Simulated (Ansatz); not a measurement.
# AsBH₅N (SMILES NB[AsH2]): functionals against CCSD(T) at one geometry

One table from this session's results is given with a row withheld; the runs are named, their logs left out.

Computed with Ansatz 0.2.0, Gaussian basis. Level: single points in def2-TZVPP.

Cores are frozen in the correlated methods. Filled d shells of the heavier atoms are correlated. B3LYP uses VWN-RPA correlation.

## The starting structure

SMILES `NB[AsH2]`, 8 atoms, charge 0, spin multiplicity 1.

Atoms are counted from 1 here; the program's logs count them from 0.

Bond lengths: N1–B2 1.360 Å, N1–H4 0.970 Å, N1–H5 1.018 Å, B2–As3 1.946 Å, B2–H6 1.157 Å, As3–H7 1.422 Å, As3–H8 1.555 Å. Angles: B2–N1–H4 124.6°, B2–N1–H5 121.0°, H4–N1–H5 114.0°, N1–B2–As3 118.9°, N1–B2–H6 115.9°, As3–B2–H6 125.2°, B2–As3–H7 94.1°, B2–As3–H8 93.0°, H7–As3–H8 86.2°.

Coordinates:

```
N    -1.0472    0.7176   -0.6418
B     0.0733    0.3955    0.0589
As    0.8145   -1.3949   -0.1234
H    -1.5209    0.1110   -1.2326
H    -1.5244    1.6039   -0.4897
H     0.5221    1.2392    0.7106
H     0.4437   -1.7937    1.1901
H     2.1793   -0.9831    0.4983
```

Set-up of the first run:

The input, run/in.yaml:

```yaml
crystal:
  periodic: [false, false, false]
  atoms:
    - {symbol: N, position_ang: [-1.047200, 0.717600, -0.641800]}
    - {symbol: B, position_ang: [0.073300, 0.395500, 0.058900]}
    - {symbol: As, position_ang: [0.814500, -1.394900, -0.123400]}
    - {symbol: H, position_ang: [-1.520900, 0.111000, -1.232600]}
    - {symbol: H, position_ang: [-1.524400, 1.603900, -0.489700]}
    - {symbol: H, position_ang: [0.522100, 1.239200, 0.710600]}
    - {symbol: H, position_ang: [0.443700, -1.793700, 1.190100]}
    - {symbol: H, position_ang: [2.179300, -0.983100, 0.498300]}
basis:
  gaussian: {orbitals: def2-TZVPP}
correlation: {method: ccsd_t}
output: {forces: true}
```

No record of the launch command was kept for these runs.

Among the steps run: CCSD(T)/def2-TZVPP; PBE0-D4/def2-TZVPP; wB97M-V/def2-TZVPP; r2SCAN-D4/def2-TZVPP; PBE-D4/def2-TZVPP; B3LYP-D4/def2-TZVPP; BLYP-D4/def2-TZVPP.

One table of the session follows, with a row left open; its other results are not shown here.

```
   method  RMS force component (eV/Å)  angle to CCSD(T) forces (°)  dipole (D)
  CCSD(T)                       0.989                    reference        2.49
  PBE0-D4                           ?                            ?           ?
  wB97M-V                       0.973                          4.4        2.48
r2SCAN-D4                       0.979                          5.2        2.49
   PBE-D4                       1.049                         11.3        2.49
 B3LYP-D4                       0.996                          6.4        2.46
  BLYP-D4                       1.056                         10.3        2.49
```

Estimate the missing values for PBE0-D4.

**Answer.** RMS force component (eV/Å): 0.988; angle to CCSD(T) forces (°): 7.1; dipole (D): 2.46. In the column «RMS force component (eV/Å)» it lies between r2SCAN-D4 (0.979) and CCSD(T) (0.989).
